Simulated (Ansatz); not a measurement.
**CH7GaSSi: one species, many methods**

An exercise on one series of results from a longer session: the logs are not shown, and one member is left open.

Program: Ansatz 0.2.0, Gaussian basis. Level of theory: functionals in def2-TZVPP, the program's frozen cores in correlated methods. These are calculated values, not measurements.

The runs, in order: LDA (SPW92), PBE-D4, revPBE-D4, BLYP-D4, r2SCAN-D4, B97M-V, PBE0-D4, B3LYP-D4, r2SCANh-D4, r2SCAN0-D4, HSE06-D4, BHLYP-D4, CAM-B3LYP-D4, LC-ωPBE, ωB97X-V, ωB97M-V, B2PLYP, PBE-QIDH; CCSD(T)/def2-SVP; CCSD(T)/def2-TZVPP; MP2/def2-QZVPP; extrapolation to the limit; RPA on PBE.

## The geometry

All runs share one geometry, relaxed beforehand with PBE0-D4 in a triple-zeta def2 set.

11 atoms, charge 0, spin multiplicity 1.

Atoms are counted from 1 here; the program's logs count them from 0.

Bond lengths: Si1–C2 1.862 Å, Si1–H5 1.487 Å, Si1–H6 1.490 Å, Si1–H7 1.487 Å, C2–S3 1.841 Å, C2–Ga4 1.988 Å, C2–H8 1.089 Å, S3–H9 1.345 Å, Ga4–H10 1.561 Å, Ga4–H11 1.565 Å. Angles: C2–Si1–H5 108.2°, C2–Si1–H6 112.6°, C2–Si1–H7 109.3°, H5–Si1–H6 108.9°, H5–Si1–H7 109.5°, H6–Si1–H7 108.4°, Si1–C2–S3 110.9°, Si1–C2–Ga4 117.3°, Si1–C2–H8 111.9°, S3–C2–Ga4 84.6°, S3–C2–H8 109.9°, Ga4–C2–H8 118.6°, C2–S3–H9 98.2°, C2–Ga4–H10 117.3°, C2–Ga4–H11 116.3°, H10–Ga4–H11 126.2°.

Set-up of the first run:

File in.yaml:

```yaml
crystal:
  periodic: [false, false, false]
  atoms:
    - {symbol: Si, position_ang: [-0.948215, 1.409929, -0.180070]}
    - {symbol: C, position_ang: [-0.395917, -0.310882, 0.268236]}
    - {symbol: S, position_ang: [0.897121, -0.264520, 1.577611]}
    - {symbol: Ga, position_ang: [1.028767, -1.132474, -0.848591]}
    - {symbol: H, position_ang: [-1.835286, 1.316518, -1.369591]}
    - {symbol: H, position_ang: [-1.690100, 2.079599, 0.924385]}
    - {symbol: H, position_ang: [0.242377, 2.236218, -0.513038]}
    - {symbol: H, position_ang: [-1.228938, -0.932793, 0.592334]}
    - {symbol: H, position_ang: [0.814109, -1.547305, 1.973586]}
    - {symbol: H, position_ang: [1.916289, -0.171173, -1.699309]}
    - {symbol: H, position_ang: [1.199793, -2.683117, -0.725573]}
basis:
  gaussian: {orbitals: def2-TZVPP}
hamiltonian: {xc: lda}
output: {orbitals: {seedname: orbitals}}
```

On the command line:

```bash
$ ansatz run in.yaml --threads 4 --pin off --events-out ev --progress --plain --max-ram 10444MiB
```

Among the steps run: LDA; PBE-D4 (GGA); revPBE-D4 (GGA); BLYP-D4 (GGA); r2SCAN-D4 (meta-GGA); B97M-V (meta-GGA); B3LYP-D4 (hybrid); r2SCANh-D4 (hybrid); r2SCAN0-D4 (hybrid); HSE06-D4 (hybrid); BHLYP-D4 (hybrid); CAM-B3LYP-D4 (range-separated); LC-ωPBE (range-separated); ωB97X-V (range-separated); ωB97M-V (range-separated); B2PLYP (double hybrid); PBE-QIDH (double hybrid).

One of the session's tables, all rows but one given; the rest of the session is left out.

It belongs to the step «Orbital energies across the functionals». 

| functional | HOMO (eV) | gap (eV) |
| --- | --- | --- |
| LDA (SPW92) | -6.05 | 4.32 |
| PBE-D4 | -5.91 | 4.42 |
| revPBE-D4 | -5.85 | 4.47 |
| BLYP-D4 | -5.75 | 4.35 |
| r2SCAN-D4 | -6.12 | 4.90 |
| B97M-V | -6.23 | 4.81 |
| PBE0-D4 | -6.98 | 6.26 |
| B3LYP-D4 | -6.77 | 5.81 |
| r2SCANh-D4 | ? | ? |
| r2SCAN0-D4 | -7.13 | 6.56 |
| HSE06-D4 | -6.59 | 5.50 |
| BHLYP-D4 | -7.95 | 7.96 |
| CAM-B3LYP-D4 | -8.24 | 8.39 |
| LC-ωPBE | -9.55 | 10.82 |
| ωB97X-V | -9.22 | 10.35 |
| ωB97M-V | -9.09 | 9.99 |

Q: Estimate the row for r2SCANh-D4 from the others.

Worked estimate for «HOMO (eV)». Against the share of exact exchange, r2SCAN-D4 (0, -6.12), r2SCAN0-D4 (0.25, -7.13) give a slope of -4.04 per unit share; at 0.1 the line stands at -6.52.

The run gave: HOMO (eV): -6.52; gap (eV): 5.57. In «HOMO (eV)» the line misses by 0.00.
